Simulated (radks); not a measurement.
**Xe²⁺ in [Kr] 4d10 5s2 5p4: an all-electron calculation**

Aim: the levels, the sizes of the orbitals and the parts of the energy of the xenon ion Xe2+.

Program: radks (a radial shooting solver on a logarithmic mesh, Libxc functionals) version 1. Level of theory: scalar-relativistic Kohn-Sham, AM05, spin-polarised, spherical densities, finite nucleus; open shells are filled with parallel spins first. These are calculated values, not measurements, unless marked.

**1. What is computed**

| Item | Value |
| --- | --- |
| element | xenon (Z = 54) |
| charge | +2 |
| electrons | 52 |
| configuration | [Kr] 4d10 5s2 5p4 |
| nuclear rms radius | 4.7859 fm |

Outer shells as boxes (Hund's rule):

Xe²⁺
```
[Kr] core
4d [↑↓][↑↓][↑↓][↑↓][↑↓]
5s [↑↓]
5p [↑↓][↑ ][↑ ]
```

**2. Self-consistent calculation**

Input:

```text
Z 54
configuration [Kr] 4d10 5s2 5p4 6s0 4f0
relativity scalar-relativistic
functional am05,am05
spin polarised
nucleus finite rms 4.7859 fm
c 137.035999084
```

What does the calculation give?

The runs gave:

| quantity | value |
| --- | --- |
| total energy | -7440.11620 hartree |
| exchange-correlation share of it | 2.42 % |
| −T/E | 1.0513 |
| highest occupied level | 5p down, -25.706 eV |
| most extended occupied level | 5p down, <r> = 2.09 bohr |
| radius at density 0.001 e/bohr³ | 3.85 bohr |
| maxima of the radial density | 4 |
| ionisation energy, NIST | 31.05 (semi-emp.) eV |

**Reading.** 5 principal shells are occupied and 4 maxima appear in the radial density; where shells overlap, one shows as a shoulder or not at all. −T/E is 1.051: with relativity the kinetic term as defined here no longer equals −E. The top level binds by 25.706 eV, 83 % of the NIST ionisation energy of 31.05 eV; the potential of a semilocal functional falls off too fast, so its top eigenvalue is too shallow. Open shells are spherical and high-spin; term and fine-structure splittings are not resolved. Spin-orbit splitting is averaged out at the scalar-relativistic level.
